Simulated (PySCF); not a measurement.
**BCl2F (SMILES FB(Cl)Cl) at 6 levels**

Aim: a comparison of 6 runs (HF/STO-3G, B3LYP/6-311+G**, BHLYP/6-311+G**, wB97M-V/6-311+G**, wB97X/6-311+G**, CCSD(T)/6-311+G**) of BCl2F. 

Program for the calculation: PySCF 2.14.0.

2 further runs of the same task are left out: 2 set aside as unsound or not needed.

### Step 1. Starting point

BCl2F has 4 atoms, charge 0, and is taken as a singlet. SMILES: `FB(Cl)Cl`. Geometry: relaxed at PBE0-D4/def2-TZVP.

Bond lengths: F1–B2 1.310 Å, B2–Cl3 1.739 Å, B2–Cl4 1.739 Å. Angles: F1–B2–Cl3 119.3°, F1–B2–Cl4 119.3°, Cl3–B2–Cl4 121.5°.

### Step 2. A single-point energy at HF/STO-3G (run 1)

calc.py

```python
from pyscf import gto, scf

mol = gto.Mole()
mol.atom = 'F 0.114370 -1.165320 -0.781190; B 0.007910 -0.080610 -0.054040; Cl -1.549540 0.373780 0.571420; Cl 1.427260 0.872140 0.263810'
mol.basis = 'sto-3g'
mol.max_memory = 1860
mol.verbose = 3
mol.build()

mf = scf.RHF(mol)
mf.conv_tol = 1e-10
mf.kernel()
if not mf.converged:
    mf = mf.newton().run(mf.mo_coeff, mf.mo_occ)

e_tot = mf.e_tot
print('E(%s) = %.9f' % ('HF', e_tot))
```

Started as:

```sh
$ OMP_NUM_THREADS=1 python calc.py
```

What it wrote:

```text
converged SCF energy = -1031.71387793186
E(HF) = -1031.713877932
```

Wall time 0.53 s (1 thread of Arm Neoverse V2, shared host); peak memory 0.099 GiB.

### Step 3. The energy at B3LYP/6-311+G(d,p) (run 2)

mol.xyz

```xyz
4
BCl2F
F      0.114370    -1.165320    -0.781190
B      0.007910    -0.080610    -0.054040
Cl    -1.549540     0.373780     0.571420
Cl     1.427260     0.872140     0.263810
```

job.py

```python
from pyscf import gto, dft

mol = gto.Mole()
mol.atom = 'mol.xyz'
mol.max_memory = 1860
mol.basis = '6-311+g**'
mol.verbose = 4
mol.build()

mf = dft.RKS(mol, xc='b3lyp')
mf.grids.level = 5
mf.conv_tol = 1e-10
mf.kernel()
if not mf.converged:
    mf = mf.newton().run(mf.mo_coeff, mf.mo_occ)

e_final = mf.e_tot
print(f'total energy: {e_final:.8f} hartree')
```

Started as:

```sh
$ OMP_NUM_THREADS=1 python job.py
```

What it wrote:

```text
PySCF version 2.14.0

[... 72 lines left out ...]
converged SCF energy = -1045.32552171475
total energy: -1045.32552171 hartree
```

Run time: 14 s. Hardware: 1 thread of Arm Neoverse V2, shared host; peak memory 0.53 GiB.

### Step 4. The energy at BHLYP/6-311+G(d,p) (run 3)

input.py

```python
from pyscf import gto, dft

mol = gto.M(
    atom='F 0.114370 -1.165320 -0.781190; B 0.007910 -0.080610 -0.054040; Cl -1.549540 0.373780 0.571420; Cl 1.427260 0.872140 0.263810',
    spin=0,
    max_memory=1860,
    charge=0,
    verbose=3,
    basis='6-311+g**',
)

myscf = dft.RKS(mol)
myscf.xc = 'bhandhlyp'
myscf.grids.level = 5
myscf.conv_tol = 1e-10
myscf.kernel()
if not myscf.converged:
    myscf = myscf.newton().run(myscf.mo_coeff, myscf.mo_occ)

e_tot = myscf.e_tot
print('E(%s) = %.9f' % ('BHLYP', e_tot))
```

Started as:

```sh
$ OMP_NUM_THREADS=1 python input.py
```

What it wrote:

```text
converged SCF energy = -1045.24619034593
E(BHLYP) = -1045.246190346
```

It took 13 s on 1 thread of Arm Neoverse V2, shared host; peak memory 0.53 GiB.

Runs 4 to 5 aren't shown in full; the table further down has their settings and results.

### Step 5. A single-point energy at CCSD(T)/6-311+G(d,p) (run 6)

calc.py

```python
from pyscf import gto, cc

mol = gto.M(
    atom=[
    ('F', (0.114370, -1.165320, -0.781190)),
    ('B', (0.007910, -0.080610, -0.054040)),
    ('Cl', (-1.549540, 0.373780, 0.571420)),
    ('Cl', (1.427260, 0.872140, 0.263810)),
],
    verbose=3,
    max_memory=1860,
    charge=0,
    basis='6-311+g**',
)

mf = mol.RHF()
mf.conv_tol = 1e-10
mf.kernel()
if not mf.converged:
    mf = mf.newton().run(mf.mo_coeff, mf.mo_occ)

mycc = cc.CCSD(mf, frozen=12)
mycc.kernel()
e_t = mycc.ccsd_t()
e_tot = mycc.e_tot + e_t
print(f'total energy: {e_tot:.8f} hartree')
```

Started as:

```sh
$ OMP_NUM_THREADS=1 python calc.py
```

What it wrote:

```text
converged SCF energy = -1043.32026092159
E(CCSD) = -1043.911005821654  E_corr = -0.5907449000642044
CCSD(T) correction = -0.0171006867179192
total energy: -1043.92810651 hartree
```

Run time: 50 s. Hardware: 1 thread of Arm Neoverse V2, shared host; peak memory 0.64 GiB.

### Step 6. Overview of the runs

```csv
run,level,integration grid,nlc grid,energy (Eh),dipole moment (D) of the reference,HOMO energy (eV),LUMO energy (eV),wall time
1,HF/STO-3G,–,–,-1031.713878,1.23,-11.40,5.83,0.53 s
2,B3LYP/6-311+G**,5,–,-1045.325522,0.28,-9.22,-1.34,14 s
3,BHLYP/6-311+G**,5,–,-1045.246190,0.31,-10.81,-0.01,13 s
4,wB97M-V/6-311+G**,5,1,-1045.221570,0.25,-11.77,0.56,55 s
5,wB97X/6-311+G**,5,–,-1045.260632,0.22,-11.96,1.18,20 s
6,CCSD(T)/6-311+G**,–,–,-1043.928107,0.30,-12.91,1.26,50 s
```

### Step 7. What came out

| quantity | value |
| --- | --- |
| run 6: total energy | -1043.92811 Eh |
| run 6: dipole moment (Hartree–Fock density) | 0.30 D |
| run 6: HOMO energy (Hartree–Fock orbitals) | -12.91 eV |
| run 6: LUMO energy (Hartree–Fock orbitals) | 1.26 eV |
| run 6: HOMO–LUMO gap (Hartree–Fock orbitals) | 14.17 eV |
| run 6: correlation energy (12 core orbitals frozen) | -607.8 mEh |
| run 6: (T) correction | -17.10 mEh |
| run 6: T1 diagnostic | 0.013 |

In words: Over runs 1, 2, 3, 4, 5 the dipole moment (its size) runs from 0.22 D (wB97X/6-311+G**) to 1.23 D (HF/STO-3G). The two ends differ in method and basis. The two dipoles point in opposite directions. Over runs 1, 2, 3, 4, 5 the HOMO–LUMO gap runs from 7.88 eV (B3LYP/6-311+G**) to 17.23 eV (HF/STO-3G). Totals of different functionals can't be ranked against each other. In run 1 the basis is minimal, so the values are rough. All runs together took 2.5 min, the longest 55 s.
